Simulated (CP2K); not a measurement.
# Bi2Te3 (Tellurobismuthite) (R-3m) in CP2K: further runs, part 2 of 3

CP2K 2026.2. Earlier steps stand in the parts before.

## 4. Band structure, r2SCAN

Input file bi2te3_bands.inp:

```
&GLOBAL
  PROJECT bi2te3_bands
  RUN_TYPE ENERGY_FORCE
  PRINT_LEVEL LOW
&END GLOBAL
&FORCE_EVAL
  METHOD QS
  STRESS_TENSOR ANALYTICAL
  &DFT
    BASIS_SET_FILE_NAME BASIS_MOLOPT_UZH
    POTENTIAL_FILE_NAME POTENTIAL_UZH
    &MGRID
      CUTOFF 675
      REL_CUTOFF 60
      NGRIDS 4
    &END MGRID
    &QS
      METHOD GPW
      EPS_DEFAULT 1.0E-9
    &END QS
    &KPOINTS
      SCHEME MONKHORST-PACK 7 7 7
      GAMMA_CENTERED T
      SYMMETRY T
      SYMMETRY_BACKEND SPGLIB
    &END KPOINTS
    &SCF
      SCF_GUESS ATOMIC
      EPS_SCF 1.0E-6
      MAX_SCF 100
      ADDED_MOS 16
      CHOLESKY OFF
      EPS_EIGVAL 1.0E-7
      &DIAGONALIZATION ON
        ALGORITHM STANDARD
      &END DIAGONALIZATION
      &MIXING ON
        METHOD BROYDEN_MIXING
        ALPHA 0.4
        BETA 1.5
        NBUFFER 8
      &END MIXING
      &SMEAR ON
        METHOD FERMI_DIRAC
        ELECTRONIC_TEMPERATURE 580.23
      &END SMEAR
    &END SCF
    &XC
      &XC_FUNCTIONAL
        &MGGA_X_R2SCAN
        &END MGGA_X_R2SCAN
        &MGGA_C_R2SCAN
        &END MGGA_C_R2SCAN
      &END XC_FUNCTIONAL
    &END XC
    &PRINT
      &KPOINTS ON
      &END KPOINTS
      &MULLIKEN ON
      &END MULLIKEN
      &MO ON
        ENERGIES T
        OCCUPATION_NUMBERS T
        &EACH
          QS_SCF 0
        &END EACH
        ADD_LAST NUMERIC
      &END MO
      &BAND_STRUCTURE
        FILE_NAME bands.bs
        ADDED_MOS 4
        &KPOINT_SET
          UNITS B_VECTOR
          NPOINTS 6
          SPECIAL_POINT GAMMA 0.00000000 0.00000000 0.00000000
          SPECIAL_POINT L 0.50000000 0.00000000 0.00000000
          SPECIAL_POINT B1 0.50000000 0.17700839 -0.17700839
        &END KPOINT_SET
        &KPOINT_SET
          UNITS B_VECTOR
          NPOINTS 6
          SPECIAL_POINT B 0.82299161 0.50000000 0.17700839
          SPECIAL_POINT Z 0.50000000 0.50000000 0.50000000
          SPECIAL_POINT GAMMA 0.00000000 0.00000000 0.00000000
          SPECIAL_POINT X 0.33850420 0.00000000 -0.33850420
        &END KPOINT_SET
        &KPOINT_SET
          UNITS B_VECTOR
          NPOINTS 6
          SPECIAL_POINT Q 0.66149580 0.33850420 0.00000000
          SPECIAL_POINT F 0.50000000 0.50000000 0.00000000
          SPECIAL_POINT P1 0.66149580 0.66149580 0.17700839
          SPECIAL_POINT Z 0.50000000 0.50000000 0.50000000
        &END KPOINT_SET
        &KPOINT_SET
          UNITS B_VECTOR
          NPOINTS 6
          SPECIAL_POINT L 0.50000000 0.00000000 0.00000000
          SPECIAL_POINT P 0.82299161 0.33850420 0.33850420
        &END KPOINT_SET
      &END BAND_STRUCTURE
    &END PRINT
  &END DFT
  &SUBSYS
    &CELL
      ABC 10.4763118882 10.4763118882 10.4763118882
      ALPHA_BETA_GAMMA 24.1661116378 24.1661116377 24.1661116378
      PERIODIC XYZ
    &END CELL
    &COORD
      SCALED
      Bi  0.6000000000 0.6000000000 0.6000000000
      Bi  0.4000000000 0.4000000000 0.4000000000
      Te  0.7905000000 0.7905000000 0.7905000000
      Te  0.2095000000 0.2095000000 0.2095000000
      Te  0.0000000000 0.0000000000 0.0000000000
    &END COORD
    &KIND Bi
      BASIS_SET TZVP-MOLOPT-SCAN-GTH-q5
      POTENTIAL GTH-SCAN-q5
    &END KIND
    &KIND Te
      BASIS_SET TZVP-MOLOPT-SCAN-GTH-q6
      POTENTIAL GTH-SCAN-q6
    &END KIND
    &PRINT
      &ATOMIC_COORDINATES ON
      &END ATOMIC_COORDINATES
      &CELL ON
      &END CELL
    &END PRINT
  &END SUBSYS
  &PRINT
    &FORCES ON
    &END FORCES
    &STRESS_TENSOR ON
    &END STRESS_TENSOR
  &END PRINT
&END FORCE_EVAL
```

Potentials or basis: POTENTIAL_UZH Bi GTH-SCAN-q5, Te GTH-SCAN-q6; TZVP-MOLOPT-SCAN-GTH basis.

Command:

```console
$ OMP_NUM_THREADS=1 mpirun -n 3 cp2k.psmp -i bi2te3_bands.inp -o bi2te3_bands.out
```

Run time: 3.7 min. Hardware: 3 MPI ranks of Arm Neoverse V2, shared host.

It converged, with:

- Free energy: -970.0415 eV
- Pressure: 0.4 GPa
- Largest force: 0.365 eV/Å
- Band gap on the k mesh: 0.43 eV, direct
- Band gap along the path: 0.43 eV, direct
- Mulliken charges: Bi +0.52; Te -0.26, -0.51 e

Forces in eV/Å, atoms in the order of the input:
```
Bi  -0.097 -0.021 -0.012
Bi   0.097  0.021  0.012
Te  -0.355 -0.076 -0.045
Te   0.355  0.076  0.045
Te   0.000  0.000  0.000
```

Levels at the corners of the path, in eV from the valence-band top:
```
point  band 12  band 13  band 14  band 15  band 16  band 17
    Γ    -1.22    -1.22     0.00     0.43     0.58     0.58
    L    -2.65    -1.27    -0.62     0.66     1.02     2.82
   B1    -2.19    -1.22    -0.92     1.30     1.48     2.59
    B    -2.19    -1.22    -0.92     1.30     1.48     2.59
    Z    -1.49    -1.49    -0.49     0.95     1.06     1.06
    Γ    -1.22    -1.22     0.00     0.43     0.58     0.58
    X    -1.90    -1.55    -0.84     1.16     2.09     2.09
    Q    -1.90    -1.55    -0.84     1.16     2.09     2.09
    F    -2.00    -1.88    -1.15     0.91     1.68     1.99
   P1    -1.69    -1.57    -1.33     1.24     1.43     1.63
    Z    -1.49    -1.49    -0.49     0.95     1.06     1.06
    L    -2.65    -1.27    -0.62     0.66     1.02     2.82
    P    -1.69    -1.57    -1.33     1.24     1.43     1.63
```

Caveat: Mulliken charges move with the basis; spin-orbit coupling is left out, which as a rule narrows the gap of such compounds by several tenths of an eV; the basis of atomic orbitals isn't converged, which shifts pressures, moduli and gaps.

## 5. Band structure, PBE

Changes to bi2te3_bands.inp since step 4:

```diff
@@ -12,3 +12,3 @@
     &MGRID
-      CUTOFF 675
+      CUTOFF 450
       REL_CUTOFF 60
@@ -18,3 +18,3 @@
       METHOD GPW
-      EPS_DEFAULT 1.0E-9
+      EPS_DEFAULT 1.0E-10
     &END QS
@@ -44,3 +44,3 @@
         METHOD FERMI_DIRAC
-        ELECTRONIC_TEMPERATURE 580.23
+        ELECTRONIC_TEMPERATURE [K] 300.557
       &END SMEAR
@@ -48,7 +48,3 @@
     &XC
-      &XC_FUNCTIONAL
-        &MGGA_X_R2SCAN
-        &END MGGA_X_R2SCAN
-        &MGGA_C_R2SCAN
-        &END MGGA_C_R2SCAN
+      &XC_FUNCTIONAL PBE
       &END XC_FUNCTIONAL
@@ -70,3 +66,3 @@
         FILE_NAME bands.bs
-        ADDED_MOS 4
+        ADDED_MOS 6
         &KPOINT_SET
@@ -105,4 +101,5 @@
     &CELL
-      ABC 10.4763118882 10.4763118882 10.4763118882
-      ALPHA_BETA_GAMMA 24.1661116378 24.1661116377 24.1661116378
+      A 10.4763118882 0.0000000000 0.0000000000
+      B 9.5581931740 4.2888289808 0.0000000000
+      C 9.5581931740 2.0461426804 3.7692644054
       PERIODIC XYZ
@@ -118,8 +115,8 @@
     &KIND Bi
-      BASIS_SET TZVP-MOLOPT-SCAN-GTH-q5
-      POTENTIAL GTH-SCAN-q5
+      BASIS_SET TZVP-MOLOPT-PBE-GTH-q5
+      POTENTIAL GTH-PBE-q5
     &END KIND
     &KIND Te
-      BASIS_SET TZVP-MOLOPT-SCAN-GTH-q6
-      POTENTIAL GTH-SCAN-q6
+      BASIS_SET TZVP-MOLOPT-PBE-GTH-q6
+      POTENTIAL GTH-PBE-q6
     &END KIND
```

Potentials or basis: POTENTIAL_UZH Bi GTH-PBE-q5, Te GTH-PBE-q6; TZVP-MOLOPT-PBE-GTH basis.

Command:

```console
$ OMP_NUM_THREADS=1 mpirun -n 3 cp2k.psmp -i bi2te3_bands.inp -o bi2te3_bands.out
```

Wall time 58 s (3 MPI ranks of Arm Neoverse V2, shared host).

It converged, with:

* Free energy: -966.1819 eV
* Pressure: 2.5 GPa
* Largest force: 0.047 eV/Å
* Band gap on the k mesh: 0.27 eV, direct
* Band gap along the path: 0.27 eV, direct
* Mulliken charges: Bi +0.44; Te -0.21, -0.46 e

Forces in eV/Å, atoms in the order of the input:
```
Bi   0.032  0.007  0.004
Bi  -0.032 -0.007 -0.004
Te   0.046  0.010  0.006
Te  -0.046 -0.010 -0.006
Te   0.000  0.000  0.000
```

Stress tensor (GPa, compression positive):
```
 2.38 -0.04 -0.02
-0.04  2.54  0.00
-0.02  0.00  2.55
```

Levels at the corners of the path, in eV from the valence-band top:
| point | band 10 | band 11 | band 12 | band 13 | band 14 | band 15 | band 16 | band 17 | band 18 | band 19 |
| --- | --- | --- | --- | --- | --- | --- | --- | --- | --- | --- |
| Γ | -1.77 | -1.77 | -0.99 | -0.99 | 0.00 | 0.27 | 0.62 | 0.62 | 2.06 | 2.17 |
| L | -3.23 | -3.00 | -2.50 | -1.04 | -0.55 | 0.55 | 1.03 | 2.76 | 3.02 | 3.61 |
| B1 | -3.55 | -2.67 | -2.03 | -1.06 | -0.82 | 1.20 | 1.44 | 2.53 | 3.28 | 4.26 |
| B | -3.55 | -2.67 | -2.03 | -1.06 | -0.82 | 1.20 | 1.44 | 2.53 | 3.28 | 4.26 |
| Z | -1.49 | -1.49 | -1.27 | -1.27 | -0.49 | 0.85 | 1.11 | 1.11 | 1.66 | 1.66 |
| Γ | -1.77 | -1.77 | -0.99 | -0.99 | 0.00 | 0.27 | 0.62 | 0.62 | 2.06 | 2.17 |
| X | -3.17 | -3.08 | -1.73 | -1.44 | -0.71 | 1.07 | 2.01 | 2.05 | 3.67 | 3.86 |
| Q | -3.17 | -3.08 | -1.73 | -1.44 | -0.71 | 1.07 | 2.01 | 2.05 | 3.67 | 3.86 |
| F | -2.45 | -2.07 | -1.90 | -1.66 | -1.03 | 0.83 | 1.57 | 2.03 | 2.71 | 2.76 |
| P1 | -2.60 | -2.55 | -1.47 | -1.40 | -1.30 | 1.15 | 1.33 | 1.66 | 2.80 | 3.12 |
| Z | -1.49 | -1.49 | -1.27 | -1.27 | -0.49 | 0.85 | 1.11 | 1.11 | 1.66 | 1.66 |
| L | -3.23 | -3.00 | -2.50 | -1.04 | -0.55 | 0.55 | 1.03 | 2.76 | 3.02 | 3.61 |
| P | -2.60 | -2.55 | -1.47 | -1.40 | -1.30 | 1.15 | 1.33 | 1.66 | 2.80 | 3.12 |

Caveat: Mulliken charges move with the basis; spin-orbit coupling is left out, which as a rule narrows the gap of such compounds by several tenths of an eV; the basis of atomic orbitals isn't converged, which shifts pressures, moduli and gaps.

[end of part 2 of 3]
